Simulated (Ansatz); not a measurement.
**NbO (doublet): the correlation ladder, def2-TZVPP**

The task here is to estimate one member of a computed series from the others.

The runs use Ansatz 0.2.0, Gaussian basis; def2-TZVPP, core rule «outside noble gas», up to 5 orbitals frozen.

The runs, in order: UHF; ROHF; CCSD(T) on UHF.

2 further runs of the same task are left out: 2 set aside as unsound or not needed.

### What is computed

The geometry is a PBE0/def2-TZVP stationary point (not a proven minimum). No spin-orbit coupling is included. Elements past krypton take def2 core potentials.

2 atoms, charge 0, spin multiplicity 2.

Atoms are counted from 1 here; the program's logs count them from 0.

Bond lengths: Nb1–O2 1.668 Å.

The first run:

Contents of in.yaml:

```yaml
crystal:
  periodic: [false, false, false]
  atoms:
    - {symbol: Nb, position_ang: [0.000000, 0.000000, 0.000000]}
    - {symbol: O, position_ang: [0.000000, 0.000000, 1.667800]}
basis:
  gaussian: {orbitals: def2-TZVPP}
magnetization: {spin_polarized: true, initial_magnetization: 1}
hamiltonian: {xc: hf}
output: {orbitals: {seedname: orbitals}}
```

On the command line:

```sh
ansatz run in.yaml --threads 1 --pin off --events-out ev --progress --plain --max-ram 4096MiB --backend cpu
```

Among the steps run: UHF; ROHF; CCSD(T) on UHF.

One table of the session follows, with a row left open; its other results are not shown here.

| method | from UCCSD(T) (meV) |
| --- | --- |
| ROHF | +11273.9 |
| UHF | ? |
| UMP2 | +464.2 |
| UCCSD | +766.8 |
| UCCSD(T) | 0 |

Q: Estimate the row for UHF from the others.

The run gave: from UCCSD(T) (meV): +10486.8. In the column «from UCCSD(T) (meV)» it lies between UCCSD (+766.8) and ROHF (+11273.9).

The program flags UCCSD(T) as in doubt (see the logs), so the zero of the table is itself unsure.

To keep in mind: The determinant is far from a pure spin state, so its energy mixes those of several spin states (harmless only where they are near-degenerate, as at dissociation). The program flags UCCSD(T) as in doubt, so the zero of the table is itself unsure.
